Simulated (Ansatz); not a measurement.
Task: a rigid scan of one bond length of BClH4SeSi, SMILES B[Se][SiH2]Cl, with the Ansatz DFT code, driven from Python. Give the script and its output. Use (for the species named): CAM-B3LYP, def2-SVP basis, multiplicity 1.

```xyz
8

B    -0.6363    1.5446   -0.2293
Se    1.2143    1.0615    0.1471
Si    0.5830   -1.1291    0.2925
Cl    0.0730   -1.8208   -1.5722
H    -1.0741    1.5978   -1.3729
H    -1.4195    1.8621    0.6459
H     1.7967   -1.9169    0.7667
H    -0.4449   -1.2563    1.2663
```

The script, `bclh4sesi.py`:
```python
import ansatz as az
from ase import Atoms
import numpy as np

BASIS_SET = "def2-SVP"
FUNCTIONAL = "cam_b3lyp"

atoms = Atoms(["B", "Se", "Si", "Cl", "H", "H", "H", "H"], positions=[
    [-0.6363, 1.5446, -0.2293],
    [1.2143, 1.0615, 0.1471],
    [0.583, -1.1291, 0.2925],
    [0.073, -1.8208, -1.5722],
    [-1.0741, 1.5978, -1.3729],
    [-1.4195, 1.8621, 0.6459],
    [1.7967, -1.9169, 0.7667],
    [-0.4449, -1.2563, 1.2663],
])
mol = az.Crystal.molecule_from_ase(atoms)

symbols = [site.symbol for site in mol.cartesian_sites]
start = np.array([site.position_ang for site in mol.cartesian_sites])
axis = (start[3] - start[2]) / np.linalg.norm(start[3] - start[2])
moving = [3]
lengths, energies = [1.807, 1.889, 1.971, 2.053, 2.135, 2.217, 2.3, 2.423], []
for length in lengths:
    xyz = start.copy()
    xyz[moving] += (length - np.linalg.norm(start[3] - start[2])) * axis
    point = az.Crystal.molecule()
    for symbol, place in zip(symbols, xyz):
        point = point.atom(symbol, place.tolist())
    job = (
        point.calculation()
        .basis(gaussian=BASIS_SET)
        .functional(FUNCTIONAL)
    )
    r = job.run(threads=1).report
    energies.append(r["free_energy_ev"])
    print(f"r = {length:6.3f} A  E = {energies[-1]:.5f} eV  <S^2> = {abs(r['mean_field']['state']['spin_squared']):.3f}")

fit = np.polynomial.Polynomial.fit(lengths, np.array(energies) - min(energies), 4).convert()
roots = [r.real for r in fit.deriv().roots() if abs(r.imag) < 1e-9 and fit.deriv(2)(r.real) > 0]
r_e = min(roots, key=lambda r: abs(r - lengths[int(np.argmin(energies))]))
print(f"minimum of the fit at {r_e:.4f} A, force constant {fit.deriv(2)(r_e):.2f} eV/A^2")
```

`python bclh4sesi.py` gives:
```text
r =  1.807 A  E = -86479.84292 eV  <S^2> = 0.000
r =  1.889 A  E = -86480.39757 eV  <S^2> = 0.000
r =  1.971 A  E = -86480.68118 eV  <S^2> = 0.000
r =  2.053 A  E = -86480.77279 eV  <S^2> = 0.000
r =  2.135 A  E = -86480.73013 eV  <S^2> = 0.000
r =  2.217 A  E = -86480.59545 eV  <S^2> = 0.000
r =  2.300 A  E = -86480.39701 eV  <S^2> = 0.000
r =  2.423 A  E = -86480.03585 eV  <S^2> = 0.000
minimum of the fit at 2.0622 A, force constant 19.20 eV/A^2
```

Notes:
- The settings weren't tested for convergence.
- The rest of the molecule is held rigid at a force-field or estimated start geometry, and the basis set is modest; single-reference methods fail as a bond breaks.
- The orbitals are restricted, so S² is zero by construction.
- Wall time of the script: 64 s on 1 thread of Intel(R) Xeon(R) Platinum 8259CL CPU @ 2.50GHz (Skylake/Cascade Lake) (shared host), peak memory 0.34 GiB.
